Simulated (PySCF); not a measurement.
# [Lu(H2O)]3+: forces at shaken geometries

Aim: move all atoms of relaxed [Lu(H2O)]3+ at random and read energies and forces. The structure is generated, not taken from experiment.

The runs use PySCF 2.14.0; PBE, Lu def2-SVP with ECP28, O def2-SVP, H def2-SVP; scalar-relativistic core potentials, no spin–orbit coupling.

3 further runs of the same task are left out: 2 for a known fault of the program, 1 that didn't finish.

## (1) Where the work starts

4 atoms, charge 3, spin multiplicity 1.

Bond lengths: Lu1–O2 2.074 Å, O2–H3 1.021 Å, O2–H4 1.021 Å. Angles: Lu1–O2–H3 128.9°, Lu1–O2–H4 128.9°, H3–O2–H4 102.1°.

As a file:

```xyz
4

Lu    0.00000    0.00000   -0.02121
O     0.00000    0.00000    2.05282
H     0.79395    0.00000    2.69413
H    -0.79395    0.00000    2.69413
```

Formal oxidation states: Lu +3. An earlier session relaxed this geometry at PBE, Lu def2-SVP with ECP28, O def2-SVP, H def2-SVP (singlet, point group C2v).

Its energy there is -1311.407906 Eh.

## (2) Atoms moved at random, σ = 0.1 Å

The input, run.py (the lines that set the calculation):

```python
mol = gto.M(atom='''
Lu     0.00151    -0.00512     0.04199
O      0.00622    -0.02036     1.96642
H      0.69804    -0.01186     2.54043
H     -0.70577     0.03734     2.87101''',
    basis={'Lu': 'def2-SVP', 'O': 'def2-SVP', 'H': 'def2-SVP'},
    ecp={'Lu': 'def2-SVP'},
    charge=3, spin=0)
mf = dft.RKS(mol, xc='PBE')
mf.grids.atom_grid = (50, 194)  # f atoms: unpruned, at least (60, 302)
mf = mf.density_fit()  # fitting sets: Lu def2-universal-JKFIT, O def2-universal-JKFIT, H def2-universal-JKFIT
mf.conv_tol = 1e-08; mf.max_cycle = 55
mf.kernel(dm0)  # dm0: the density of the relaxed state
```

The run is started by

```bash
$ OMP_NUM_THREADS=2 python run.py
```

## (3) Atoms moved at random, σ = 0.03 Å

run.py (the lines that set the calculation), as its differences from that of step 2:

```diff
@@ -1,6 +1,6 @@
 mol = gto.M(atom='''
-Lu     0.00151    -0.00512     0.04199
-O      0.00622    -0.02036     1.96642
-H      0.69804    -0.01186     2.54043
-H     -0.70577     0.03734     2.87101''',
+Lu    -0.00494    -0.02852    -0.01886
+O     -0.01242     0.01504     2.13900
+H      0.81753     0.02626     2.60908
+H     -0.80017    -0.01278     2.69063''',
     basis={'Lu': 'def2-SVP', 'O': 'def2-SVP', 'H': 'def2-SVP'},
```

## (4) Atoms moved at random, σ = 0.15 Å

run.py (the lines that set the calculation), as its differences from that of step 3:

```diff
@@ -1,6 +1,6 @@
 mol = gto.M(atom='''
-Lu    -0.00494    -0.02852    -0.01886
-O     -0.01242     0.01504     2.13900
-H      0.81753     0.02626     2.60908
-H     -0.80017    -0.01278     2.69063''',
+Lu     0.05200     0.01260    -0.46593
+O      0.05157    -0.02987     2.18260
+H      0.65929     0.04430     3.05975
+H     -0.76286    -0.02703     2.64343''',
     basis={'Lu': 'def2-SVP', 'O': 'def2-SVP', 'H': 'def2-SVP'},
```

Before running it: what results should come out? Wanted: for each run, σ; energy rise; harmonic estimate −½ F·u; largest force component.

The runs gave:

| σ (Å) | energy rise (eV) | harmonic estimate −½ F·u (eV) | largest force component (eV/Å) |
| --- | --- | --- | --- |
| 0.1 | 0.892 | 0.953 | 6.49 |
| 0.03 | 0.280 | 0.274 | 4.81 |
| 0.15 | 1.411 | 0.983 | 3.43 |

Every displacement raises the energy. For a harmonic well the rise equals −½ F·u; the two differ by at most 30 % here (a move with σ = 0.15 Å), from anharmonicity, the grid and the small forces left at the relaxed point. These are double-zeta-type bases without diffuse functions. Spin–orbit coupling is left out.
